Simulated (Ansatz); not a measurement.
# YCl₂F: taking an electron away

One table from this session's results is given with a row withheld; the runs are named, their logs left out.

Method: unrestricted cation, the program's frozen cores in correlated methods; program: Ansatz 0.2.0, Gaussian basis.

Levels to be run: UKS PBE-D4/def2-TZVPP; UKS r2SCAN-D4/def2-TZVPP; UKS PBE0-D4/def2-TZVPP; UKS B3LYP-D4/def2-TZVPP; UKS wB97X-V/def2-TZVPP; UKS wB97M-V/def2-TZVPP; UKS B2PLYP/def2-TZVPP; UHF-CCSD(T)/def2-TZVPP; UHF-MP2/def2-QZVPP; extrapolation to the limit; then −ε(HOMO) from the neutral's earlier runs with LDA (SPW92), PBE-D4, revPBE-D4, BLYP-D4, r2SCAN-D4, B97M-V, PBE0-D4, B3LYP-D4, r2SCANh-D4, r2SCAN0-D4, HSE06-D4, BHLYP-D4, CAM-B3LYP-D4, LC-ωPBE, ωB97X-V, ωB97M-V.

## Structure used throughout

All runs share one geometry, relaxed beforehand with PBE0-D4 in a triple-zeta def2 set. Y takes the def2 core potential; no spin-orbit term is included.

SMILES `[F][Y]([Cl])[Cl]`, 4 atoms, charge 0, spin multiplicity 1.

Atoms are counted from 1 here; the program's logs count them from 0.

Bond lengths: F1–Y2 1.970 Å, Y2–Cl3 2.449 Å, Y2–Cl4 2.449 Å. Angles: F1–Y2–Cl3 118.8°, F1–Y2–Cl4 118.8°, Cl3–Y2–Cl4 122.4°.

The first run:

Contents of in.yaml:

```yaml
crystal:
  periodic: [false, false, false]
  atoms:
    - {symbol: F, position_ang: [0.985278, 1.265472, 1.295508]}
    - {symbol: Y, position_ang: [0.059046, 0.045404, 0.057387]}
    - {symbol: Cl, position_ang: [0.590221, -2.344166, 0.136423]}
    - {symbol: Cl, position_ang: [-1.578945, 0.972890, -1.509517]}
basis:
  gaussian: {orbitals: def2-TZVPP}
total_charge: 1
magnetization: {spin_polarized: true, initial_magnetization: 1}
hamiltonian: {xc: pbe, dispersion: d4}
```

On the command line:

```
$ ansatz run in.yaml --threads 4 --pin off --events-out ev --progress --plain --max-ram 10444MiB
```

Among the steps run: Cation, UKS PBE-D4/def2-TZVPP; Cation, UKS r2SCAN-D4/def2-TZVPP; Cation, UKS PBE0-D4/def2-TZVPP; Cation, UKS B3LYP-D4/def2-TZVPP; Cation, UKS wB97X-V/def2-TZVPP; Cation, UKS wB97M-V/def2-TZVPP; Cation, UKS B2PLYP (frozen core)/def2-TZVPP; Cation, UHF-CCSD(T)/def2-TZVPP; Cation, UHF-MP2/def2-QZVPP.

One table of the session follows, with a row left open; its other results are not shown here.

It belongs to the step «Ionisation energies side by side». Orbital estimates, from the neutral's runs:

| functional | −ε(HOMO) (eV) |
| --- | --- |
| LDA (SPW92) | 7.84 |
| PBE-D4 | 7.67 |
| revPBE-D4 | ? |
| BLYP-D4 | 7.50 |
| r2SCAN-D4 | 8.03 |
| B97M-V | 8.08 |
| PBE0-D4 | 9.07 |
| B3LYP-D4 | 8.78 |
| r2SCANh-D4 | 8.54 |
| r2SCAN0-D4 | 9.31 |
| HSE06-D4 | 8.66 |
| BHLYP-D4 | 10.31 |
| CAM-B3LYP-D4 | 10.44 |
| LC-ωPBE | 11.87 |
| ωB97X-V | 11.49 |
| ωB97M-V | 11.33 |

Q: Estimate the row for revPBE-D4 from the others.

The run gave: −ε(HOMO) (eV): 7.60. In the column «−ε(HOMO) (eV)» it lies between BLYP-D4 (7.50) and PBE-D4 (7.67).
